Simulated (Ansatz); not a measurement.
Input of an Ansatz 0.2.0 run:

File input.yaml:

```yaml
crystal:
  lattice:
    - [0.0, 3.17885138, 3.17885138]
    - [3.17885138, 0.0, 3.17885138]
    - [3.17885138, 3.17885138, 0.0]
  atoms:
    - { symbol: Mo, position: [0.0, 0.0, 0.0] }
    - { symbol: I, position: [0.75, 0.75, 0.75] }
hamiltonian:
  xc: blyp
  pseudopotentials: { kind: paw }
kpoints:
  mp_grid: { grid: [7, 7, 7] }
  band_path:
    path:
      - [[0.0, 0.0, 0.0], [0.5, 0.0, 0.5], [0.5, 0.25, 0.75], [0.375, 0.375, 0.75], [0.0, 0.0, 0.0], [0.5, 0.5, 0.5], [0.625, 0.25, 0.625], [0.5, 0.25, 0.75], [0.5, 0.5, 0.5], [0.375, 0.375, 0.75]]
      - [[0.625, 0.25, 0.625], [0.5, 0.0, 0.5]]
    npoints: 14
scf:
  occupations: { method: fermi_dirac, width: 0.05 }
  n_extra_bands: 6
output:
  forces: true
  stress: true
  eigenvalues: true
  fatbands: false
  write_density: true
  write_potential: true
  elf: true
  volumetric_format: npy
```

Potentials or basis: Ansatz PAW.

Launch:

```bash
$ ansatz run input.yaml --threads 2 --pin off --max-ram 5632MiB --backend cpu --events-out ev --progress --plain --runs-dir out
```

Question: Predict the pressure.

Answer: -3.4 GPa.

Question: Predict the band gap on the k mesh.

Answer: None (metal or under the smearing width).

Levels at the corners of the path, in eV from the Fermi level:
```
point  band 13  band 14  band 15  band 16  band 17  band 18  band 19  band 20
    Γ    -4.89    -0.45    -0.45     0.58     2.46     2.46     2.46     5.30
    X    -4.57    -0.97    -0.37     0.02     0.31     0.31     4.06     5.00
    W    -4.59    -1.06    -0.63    -0.06     0.49     1.09     5.21     5.23
    K    -4.61    -1.05    -0.29    -0.25     0.66     0.80     4.41     5.09
    Γ    -4.89    -0.45    -0.45     0.58     2.46     2.46     2.46     5.30
    L    -4.73    -0.28    -0.28    -0.22     1.17     1.17     2.54     6.38
    U    -4.61    -1.05    -0.29    -0.25     0.66     0.80     4.41     5.09
    W    -4.59    -1.06    -0.63    -0.06     0.49     1.09     5.21     5.23
    L    -4.73    -0.28    -0.28    -0.22     1.17     1.17     2.54     6.38
    K    -4.61    -1.05    -0.29    -0.25     0.66     0.80     4.41     5.09
    U    -4.61    -1.05    -0.29    -0.25     0.66     0.80     4.41     5.09
    X    -4.57    -0.97    -0.37     0.02     0.31     0.31     4.06     5.00
```

Caveat: spin-orbit coupling is left out, which moves the levels of the heavy elements; an odd number of electrons without spin polarisation forces a metal; a magnetic or distorted state may lie lower; the PAW data sets come from PBE, with cores solved anew for the run's functional, which leaves a small shift of forces and pressure.
